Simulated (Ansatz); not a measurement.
**CH4Cl2FNOW: a ladder of functionals and wavefunction methods**

The task here is to estimate one member of a computed series from the others.

The runs use Ansatz 0.2.0, Gaussian basis; functionals in def2-TZVPP, the program's frozen cores in correlated methods.

Levels to be run: LDA (SPW92), PBE-D4, revPBE-D4, BLYP-D4, r2SCAN-D4, B97M-V, PBE0-D4, B3LYP-D4, r2SCANh-D4, r2SCAN0-D4, HSE06-D4, BHLYP-D4, CAM-B3LYP-D4, LC-ωPBE, ωB97X-V, ωB97M-V, B2PLYP, PBE-QIDH; CCSD(T)/def2-SVP; CCSD(T)/def2-TZVPP; MP2/def2-QZVPP; extrapolation to the limit; RPA on PBE.

## Structure used throughout

An earlier PBE0-D4 in a triple-zeta def2 set relaxation fixed the geometry. W takes the def2 core potential; no spin-orbit term is included.

SMILES `C[N]=[W]([OH])([F])([Cl])[Cl]`, 11 atoms, charge 0, spin multiplicity 1.

Atoms are counted from 1 here; the program's logs count them from 0.

Bond lengths: C1–N2 1.407 Å, C1–H8 1.095 Å, C1–H9 1.097 Å, C1–H10 1.095 Å, N2–W3 1.738 Å, W3–O4 1.862 Å, W3–F5 1.857 Å, W3–Cl6 2.374 Å, W3–Cl7 2.294 Å, O4–H11 0.962 Å. Angles: N2–C1–H8 110.7°, N2–C1–H9 109.3°, N2–C1–H10 110.9°, H8–C1–H9 108.7°, H8–C1–H10 108.7°, H9–C1–H10 108.5°, C1–N2–W3 169.3°, N2–W3–O4 98.3°, N2–W3–F5 94.2°, N2–W3–Cl6 172.8°, N2–W3–Cl7 89.4°, O4–W3–F5 117.3°, O4–W3–Cl6 88.5°, O4–W3–Cl7 115.3°, F5–W3–Cl6 84.7°, F5–W3–Cl7 126.1°, Cl6–W3–Cl7 85.6°, W3–O4–H11 118.2°.

Coordinates:

```tsv
atom	x (Å)	y (Å)	z (Å)
C1	1.01390	-1.61881	-0.43916
N2	0.22806	-0.46800	-0.24692
W3	-0.45859	1.10338	0.03679
O4	-1.90193	0.57876	1.08991
F5	-0.79114	1.43358	-1.75983
Cl6	-1.13100	3.35916	0.34751
Cl7	1.43349	1.69414	1.19119
H8	1.16422	-1.81053	-1.50639
H9	1.99259	-1.47270	0.03406
H10	0.53808	-2.49602	0.01149
H11	-2.02228	-0.35997	1.26194
```

The first run:

File in.yaml:

```yaml
crystal:
  periodic: [false, false, false]
  atoms:
    - {symbol: C, position_ang: [1.013897, -1.618806, -0.439159]}
    - {symbol: N, position_ang: [0.228060, -0.468003, -0.246917]}
    - {symbol: W, position_ang: [-0.458588, 1.103382, 0.036791]}
    - {symbol: O, position_ang: [-1.901932, 0.578756, 1.089910]}
    - {symbol: F, position_ang: [-0.791138, 1.433577, -1.759826]}
    - {symbol: Cl, position_ang: [-1.130998, 3.359165, 0.347508]}
    - {symbol: Cl, position_ang: [1.433486, 1.694141, 1.191186]}
    - {symbol: H, position_ang: [1.164217, -1.810529, -1.506391]}
    - {symbol: H, position_ang: [1.992592, -1.472697, 0.034064]}
    - {symbol: H, position_ang: [0.538080, -2.496017, 0.011493]}
    - {symbol: H, position_ang: [-2.022276, -0.359968, 1.261940]}
basis:
  gaussian: {orbitals: def2-TZVPP}
hamiltonian: {xc: lda}
output: {orbitals: {seedname: orbitals}}
```

Command:

```console
> ansatz run in.yaml --threads 2 --pin off --events-out ev --progress --plain --max-ram 32768MiB --backend cuda --devices 0, --max-vram 18GiB
```

Among the steps run: LDA; PBE-D4 (GGA); revPBE-D4 (GGA); BLYP-D4 (GGA); r2SCAN-D4 (meta-GGA); B97M-V (meta-GGA); B3LYP-D4 (hybrid); r2SCANh-D4 (hybrid); r2SCAN0-D4 (hybrid); HSE06-D4 (hybrid); BHLYP-D4 (hybrid); CAM-B3LYP-D4 (range-separated); LC-ωPBE (range-separated); ωB97X-V (range-separated); ωB97M-V (range-separated); B2PLYP (double hybrid); PBE-QIDH (double hybrid).

One table of the session follows, with a row left open; its other results are not shown here.

It belongs to the step «Orbital energies across the functionals». 

```
  functional  HOMO (eV)  LUMO (eV)  gap (eV)
 LDA (SPW92)      -6.90      -3.29      3.62
      PBE-D4      -6.73      -3.07      3.66
   revPBE-D4      -6.66      -2.99      3.68
     BLYP-D4      -6.56      -2.97      3.60
   r2SCAN-D4      -7.08      -3.05      4.03
      B97M-V      -7.18      -3.04      4.14
     PBE0-D4      -8.11      -2.41      5.70
    B3LYP-D4      -7.83      -2.61      5.21
  r2SCANh-D4      -7.58      -2.79      4.79
  r2SCAN0-D4      -8.34      -2.39      5.95
    HSE06-D4          ?          ?         ?
    BHLYP-D4      -9.34      -1.59      7.75
CAM-B3LYP-D4      -9.44      -1.41      8.03
     LC-ωPBE     -10.85      -0.33     10.52
     ωB97X-V     -10.47      -0.38     10.09
     ωB97M-V     -10.32      -0.42      9.90
```

Q: Estimate the row for HSE06-D4 from the others.

**Answer.** HOMO (eV): -7.71; LUMO (eV): -2.78; gap (eV): 4.93. In the column «HOMO (eV)» it lies between B3LYP-D4 (-7.83) and r2SCANh-D4 (-7.58).
